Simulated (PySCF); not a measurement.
**[WO2F2]−: how settings move a single point**

Which settings matter for [WO2F2]−? Each run alters one on purpose. It is a constructed species; whether it can be made isn't addressed.

Method: PBE0, W def2-SVP with ECP60, O def2-SVP, F def2-SVP; scalar-relativistic core potentials, no spin–orbit coupling; program: PySCF 2.14.0.

3 further runs of the same task are left out: 2 for a known fault of the program, 1 that didn't finish. Runs told in other sessions of the task aren't counted.

## 1. Where the work starts

5 atoms, charge -1, spin multiplicity 2.

Bond lengths: W1–O2 1.734 Å, W1–O3 1.734 Å, W1–F4 1.945 Å, W1–F5 1.945 Å. Angles: O2–W1–O3 112.6°, O2–W1–F4 115.1°, O2–W1–F5 115.1°, O3–W1–F4 115.1°, O3–W1–F5 115.1°, F4–W1–F5 80.4°.

Coordinates:

```tsv
atom	x (Å)	y (Å)	z (Å)
W1	0.0000	0.0000	0.1969
O2	1.0201	1.0201	1.1592
O3	-1.0201	-1.0201	1.1592
F4	0.8876	-0.8876	-1.2884
F5	-0.8876	0.8876	-1.2884
```

Formal oxidation states: W +5. An earlier session relaxed this geometry at PBE0, W def2-SVP with ECP60, O def2-SVP, F def2-SVP (doublet, point group C2v).

The sound run used a (50, 194) grid (finer on f atoms), a threshold of 1e-8 and at most 55 cycles, and ended at -416.852187 Eh.

## 2. Altered run 1

The input, run.py (the lines that set the calculation):

```python
mol = gto.M(atom='''
W      0.00000     0.00000     0.19694
O      1.02011     1.02011     1.15925
O     -1.02011    -1.02011     1.15925
F      0.88763    -0.88763    -1.28842
F     -0.88763     0.88763    -1.28842''',
    basis={'W': 'def2-SVP', 'O': 'def2-SVP', 'F': 'def2-SVP'},
    ecp={'W': 'def2-SVP'},
    charge=-1, spin=1)
mf = dft.UKS(mol, xc='PBE0')
mf.grids.atom_grid = (50, 194)
mf = mf.density_fit()  # fitting sets: W def2-universal-JKFIT, O def2-universal-JKFIT, F def2-universal-JKFIT
mf.conv_tol = 1e-08; mf.max_cycle = 55
mf.kernel(dm0)  # dm0: smeared density
```

Run with:

```sh
$ OMP_NUM_THREADS=2 python run.py
```

Standard output:

```text
init E= -416.822278033497
  HOMO = -0.00322824856346  LUMO = 0.116363529098  gap/eV = 3.25426
cycle= 1 E= -416.85212788921  delta_E= -0.0298  |g|= 0.00867  |ddm|= 0.157
  HOMO = -0.0100164112079  LUMO = 0.123501318936  gap/eV = 3.63320
cycle= 2 E= -416.852163839654  delta_E= -3.6e-05  |g|= 0.0075  |ddm|= 0.0214
  HOMO = -0.0107867797468  LUMO = 0.123189685988  gap/eV = 3.64569
cycle= 3 E= -416.852180180641  delta_E= -1.63e-05  |g|= 0.00356  |ddm|= 0.00792
  HOMO = -0.0111149996441  LUMO = 0.123210912844  gap/eV = 3.65519
cycle= 4 E= -416.852185094924  delta_E= -4.91e-06  |g|= 0.00161  |ddm|= 0.00474
  HOMO = -0.011157736102  LUMO = 0.123319207834  gap/eV = 3.65930
cycle= 5 E= -416.852186032379  delta_E= -9.37e-07  |g|= 0.00111  |ddm|= 0.00237
  HOMO = -0.0110617024207  LUMO = 0.123452362987  gap/eV = 3.66031
cycle= 6 E= -416.85218661386  delta_E= -5.81e-07  |g|= 0.000277  |ddm|= 0.00101
  HOMO = -0.0111158786833  LUMO = 0.123459323362  gap/eV = 3.66198
cycle= 7 E= -416.852186760541  delta_E= -1.47e-07  |g|= 9.99e-05  |ddm|= 0.000929
  HOMO = -0.0111015737233  LUMO = 0.123482619829  gap/eV = 3.66222
cycle= 8 E= -416.8521867849  delta_E= -2.44e-08  |g|= 4.34e-05  |ddm|= 0.000355
  HOMO = -0.0111092500151  LUMO = 0.123474808068  gap/eV = 3.66222
cycle= 9 E= -416.852186787582  delta_E= -2.68e-09  |g|= 7.77e-06  |ddm|= 0.000123
  HOMO = -0.0111100374011  LUMO = 0.123473391392  gap/eV = 3.66220
Extra cycle  E= -416.852186787667  delta_E= -8.44e-11  |g|= 8.28e-06  |ddm|= 2.94e-05
converged SCF energy = -416.852186787667  <S^2> = 0.75567013  2S+1 = 2.0056621
```

Run time: 3.3 s. Hardware: 2 threads of Arm Neoverse V1, shared host.

Changed: the starting guess (smeared density). It converges in 9 cycles, at the sound run's energy within 0.001 eV, with a largest force component of 0.00 eV/Å. The result survives the change.

## 3. Altered run 2

The input, run.py (the lines that set the calculation):

```python
mol = gto.M(atom='''
W      0.00000     0.00000     0.18513
O      0.95890     0.95890     1.08969
O     -0.95890    -0.95890     1.08969
F      0.83437    -0.83437    -1.21111
F     -0.83437     0.83437    -1.21111''',
    basis={'W': 'def2-SVP', 'O': 'def2-SVP', 'F': 'def2-SVP'},
    ecp={'W': 'def2-SVP'},
    charge=-1, spin=1)
mf = dft.UKS(mol, xc='PBE0')
mf.grids.atom_grid = (50, 194)
mf = mf.density_fit()  # fitting sets: W def2-universal-JKFIT, O def2-universal-JKFIT, F def2-universal-JKFIT
mf.conv_tol = 1e-08; mf.max_cycle = 55
mf.kernel(dm0)  # dm0: free metal ions and neutral atoms
```

Run with:

```sh
$ OMP_NUM_THREADS=2 python run.py
```

Standard output:

```text
init E= -437.289377078858
  HOMO = 0.195728594618  LUMO = 0.198556085819  gap/eV = 0.07694
cycle= 1 E= -410.661988103201  delta_E= 26.6  |g|= 4.07  |ddm|= 5.23
cycle= 2 E= -408.564034588344  delta_E=  2.1  |g|= 4.25  |ddm|= 6.09
  HOMO = -0.0540513880438  LUMO = -0.0370644994429  gap/eV = 0.46224
cycle= 3 E= -416.638449112226  delta_E= -8.07  |g|= 0.681  |ddm|= 4.28
  HOMO = 0.0764862924986  LUMO = 0.163664666576  gap/eV = 2.37224
cycle= 4 E= -416.453377270424  delta_E= 0.185  |g|= 0.965  |ddm|= 1.13
  HOMO = 0.0709574579015  LUMO = 0.170135308917  gap/eV = 2.69877
cycle= 5 E= -416.774174284861  delta_E= -0.321  |g|= 0.279  |ddm|= 0.783
  HOMO = 0.0245843244834  LUMO = 0.141759083907  gap/eV = 3.18849
cycle= 6 E= -416.807424599137  delta_E= -0.0333  |g|= 0.0304  |ddm|= 0.397
  HOMO = 0.0294589487668  LUMO = 0.148085173159  gap/eV = 3.22798
cycle= 7 E= -416.807818306035  delta_E= -0.000394  |g|= 0.00737  |ddm|= 0.0355
  HOMO = 0.0289054473658  LUMO = 0.148339627331  gap/eV = 3.24997
cycle= 8 E= -416.807848460124  delta_E= -3.02e-05  |g|= 0.00203  |ddm|= 0.0151
  HOMO = 0.0289958821069  LUMO = 0.148656923045  gap/eV = 3.25614
cycle= 9 E= -416.807852769203  delta_E= -4.31e-06  |g|= 0.000722  |ddm|= 0.0053
  HOMO = 0.028956173417  LUMO = 0.148768106663  gap/eV = 3.26025
cycle= 10 E= -416.807853734342  delta_E= -9.65e-07  |g|= 0.00025  |ddm|= 0.00301
  HOMO = 0.0289553008969  LUMO = 0.148813096525  gap/eV = 3.26150
cycle= 11 E= -416.80785384682  delta_E= -1.12e-07  |g|= 7.37e-05  |ddm|= 0.000918
  HOMO = 0.0289525438237  LUMO = 0.148808390141  gap/eV = 3.26144
cycle= 12 E= -416.807853850794  delta_E= -3.97e-09  |g|= 1.72e-05  |ddm|= 0.000152
  HOMO = 0.0289490696987  LUMO = 0.148803227608  gap/eV = 3.26140
Extra cycle  E= -416.807853850909  delta_E= -1.15e-10  |g|= 2.53e-05  |ddm|= 6.53e-05
converged SCF energy = -416.807853850909  <S^2> = 0.75361272  2S+1 = 2.0036095
```

Run time: 3.7 s. Hardware: 2 threads of Arm Neoverse V1, shared host.

Changed: the scale of all coordinates (0.94). It converges in 12 cycles, +1.206 eV from the sound run, with a largest force component of 4.65 eV/Å. The setting is unsound, so these numbers aren't the compound's.

## 4. Altered run 3

The input, run.py (the lines that set the calculation):

```python
mol = gto.M(atom='''
W      0.00000     0.00000     0.19694
O      1.02011     1.02011     1.15925
O     -1.02011    -1.02011     1.15925
F      0.88763    -0.88763    -1.28842
F     -0.88763     0.88763    -1.28842''',
    basis={'W': 'def2-SVP', 'O': 'def2-SVP', 'F': 'def2-SVP'},
    ecp={'W': 'def2-SVP'},
    charge=-1, spin=1)
mf = dft.UKS(mol, xc='PBE0')
mf.grids.atom_grid = (15, 26)
mf = mf.density_fit()  # fitting sets: W def2-universal-JKFIT, O def2-universal-JKFIT, F def2-universal-JKFIT
mf.conv_tol = 1e-08; mf.max_cycle = 55
mf.kernel(dm0)  # dm0: free metal ions and neutral atoms
```

Run with:

```sh
$ OMP_NUM_THREADS=2 python run.py
```

Standard output:

```text
init E= -436.978352577117
  HOMO = 0.185140304275  LUMO = 0.189134549678  gap/eV = 0.10869
cycle= 1 E= -407.863445049979  delta_E= 29.1  |g|= 4.73  |ddm|= 4.64
  HOMO = 0.0890289487256  LUMO = 0.092910687139  gap/eV = 0.10563
cycle= 2 E= -394.293594900166  delta_E= 13.6  |g|= 6.23  |ddm|=  7.6
  HOMO = -0.054693907601  LUMO = -0.0323588384543  gap/eV = 0.60777
cycle= 3 E= -414.148747378874  delta_E= -19.9  |g|= 2.54  |ddm|=  6.7
  HOMO = 0.107716243014  LUMO = 0.109790404405  gap/eV = 0.05644
cycle= 4 E= -410.642060190981  delta_E= 3.51  |g|= 3.63  |ddm|=  3.8
  HOMO = 0.0882971320552  LUMO = 0.149321386548  gap/eV = 1.66055
cycle= 5 E= -416.674286666691  delta_E= -6.03  |g|= 0.524  |ddm|= 3.07
  HOMO = -0.0641363909882  LUMO = 0.038549796825  gap/eV = 2.79423
cycle= 6 E= -416.793584629545  delta_E= -0.119  |g|= 0.271  |ddm|= 1.18
  HOMO = -0.0178700055717  LUMO = 0.111709961017  gap/eV = 3.52605
cycle= 7 E= -416.825598991762  delta_E= -0.032  |g|= 0.0582  |ddm|= 0.241
  HOMO = -0.0178957596533  LUMO = 0.118421154656  gap/eV = 3.70937
cycle= 8 E= -416.827246756427  delta_E= -0.00165  |g|= 0.0131  |ddm|= 0.0699
  HOMO = -0.0176584952574  LUMO = 0.119510910942  gap/eV = 3.73257
cycle= 9 E= -416.827340193631  delta_E= -9.34e-05  |g|= 0.00186  |ddm|= 0.0196
  HOMO = -0.0175587323403  LUMO = 0.119700438623  gap/eV = 3.73501
cycle= 10 E= -416.827343657207  delta_E= -3.46e-06  |g|= 0.000757  |ddm|= 0.00309
  HOMO = -0.0175488248842  LUMO = 0.119867790414  gap/eV = 3.73930
cycle= 11 E= -416.827344919181  delta_E= -1.26e-06  |g|= 0.000428  |ddm|= 0.00239
  HOMO = -0.0175881051496  LUMO = 0.119905369842  gap/eV = 3.74139
cycle= 12 E= -416.82734526991  delta_E= -3.51e-07  |g|= 0.000152  |ddm|= 0.00132
  HOMO = -0.0176028520011  LUMO = 0.119895542042  gap/eV = 3.74152
cycle= 13 E= -416.827345307499  delta_E= -3.76e-08  |g|= 5.18e-05  |ddm|= 0.000513
  HOMO = -0.017599857547  LUMO = 0.119899054077  gap/eV = 3.74154
cycle= 14 E= -416.827345309119  delta_E= -1.62e-09  |g|= 4.76e-06  |ddm|= 8.06e-05
  HOMO = -0.0176006741299  LUMO = 0.119897207752  gap/eV = 3.74151
Extra cycle  E= -416.82734530913  delta_E= -1.11e-11  |g|= 6.72e-06  |ddm|= 1.8e-05
converged SCF energy = -416.82734530913  <S^2> = 0.75562801  2S+1 = 2.0056201
```

Run time: 2.5 s. Hardware: 2 threads of Arm Neoverse V1, shared host.

Changed: the integration grid, to (15, 26). It converges in 14 cycles, +0.676 eV from the sound run, with a largest force component of 2.98 eV/Å. The setting is unsound, so these numbers aren't the compound's.

## 5. Altered run 4

run.py (the lines that set the calculation): that of step 4 with these lines changed.

```diff
@@ -10,5 +10,5 @@
 mf = dft.UKS(mol, xc='PBE0')
-mf.grids.atom_grid = (15, 26)
+mf.grids.atom_grid = (50, 194)
 mf = mf.density_fit()  # fitting sets: W def2-universal-JKFIT, O def2-universal-JKFIT, F def2-universal-JKFIT
-mf.conv_tol = 1e-08; mf.max_cycle = 55
+mf.conv_tol = 0.001; mf.max_cycle = 55
 mf.kernel(dm0)  # dm0: free metal ions and neutral atoms
```

Run with:

```sh
$ OMP_NUM_THREADS=2 python run.py
```

Standard output:

```text
init E= -437.019438147483
  HOMO = 0.189525604944  LUMO = 0.192472592465  gap/eV = 0.08019
cycle= 1 E= -407.605124154004  delta_E= 29.4  |g|= 4.79  |ddm|= 5.16
  HOMO = 0.0806744598504  LUMO = 0.0850264178286  gap/eV = 0.11842
cycle= 2 E= -392.681004871925  delta_E= 14.9  |g|= 6.35  |ddm|= 7.85
  HOMO = -0.0554889727244  LUMO = -0.0368271273935  gap/eV = 0.50781
cycle= 3 E= -413.964283522489  delta_E= -21.3  |g|= 2.64  |ddm|= 6.69
  HOMO = 0.0983429429979  LUMO = 0.100690463444  gap/eV = 0.06388
cycle= 4 E= -410.169075038864  delta_E=  3.8  |g|= 3.76  |ddm|= 3.95
  HOMO = 0.0883120004669  LUMO = 0.1484050084  gap/eV = 1.63521
cycle= 5 E= -416.690391288077  delta_E= -6.52  |g|= 0.536  |ddm|= 3.23
  HOMO = -0.060240137106  LUMO = 0.0353565009131  gap/eV = 2.60132
cycle= 6 E= -416.816203582412  delta_E= -0.126  |g|= 0.279  |ddm|= 1.28
  HOMO = -0.0115733657042  LUMO = 0.113502041763  gap/eV = 3.40348
cycle= 7 E= -416.850505156976  delta_E= -0.0343  |g|= 0.0554  |ddm|= 0.253
  HOMO = -0.0114908634179  LUMO = 0.121462895219  gap/eV = 3.61786
cycle= 8 E= -416.852059897764  delta_E= -0.00155  |g|= 0.0144  |ddm|= 0.0752
  HOMO = -0.0112334913049  LUMO = 0.123007690105  gap/eV = 3.65289
cycle= 9 E= -416.852179242584  delta_E= -0.000119  |g|= 0.00243  |ddm|= 0.0251
  HOMO = -0.0107282651489  LUMO = 0.123587257518  gap/eV = 3.65491
Extra cycle  E= -416.852181234534  delta_E= -1.99e-06  |g|= 0.00312  |ddm|= 0.00564
converged SCF energy = -416.852181234534  <S^2> = 0.75515876  2S+1 = 2.0051521
```

Wall time 3.3 s (2 threads of Arm Neoverse V1, shared host).

Changed: the SCF threshold (0.001). It converges in 9 cycles, at the sound run's energy within 0.001 eV, with a largest force component of 0.00 eV/Å. The result survives the change.

## 6. Results

| run | changed | ending | energy change (eV) | cycles | time | usable |
| --- | --- | --- | --- | --- | --- | --- |
| 1 | the starting guess | converged | 0.000 | 9 | 3.3 s | yes |
| 2 | the scale of all coordinates | converged | +1.206 | 12 | 3.7 s | no |
| 3 | the integration grid | converged | +0.676 | 14 | 2.5 s | no |
| 4 | the SCF threshold | converged | 0.000 | 9 | 3.3 s | yes |

2 of 4 altered runs give a usable result. 2 ended normally with numbers unfit to quote.
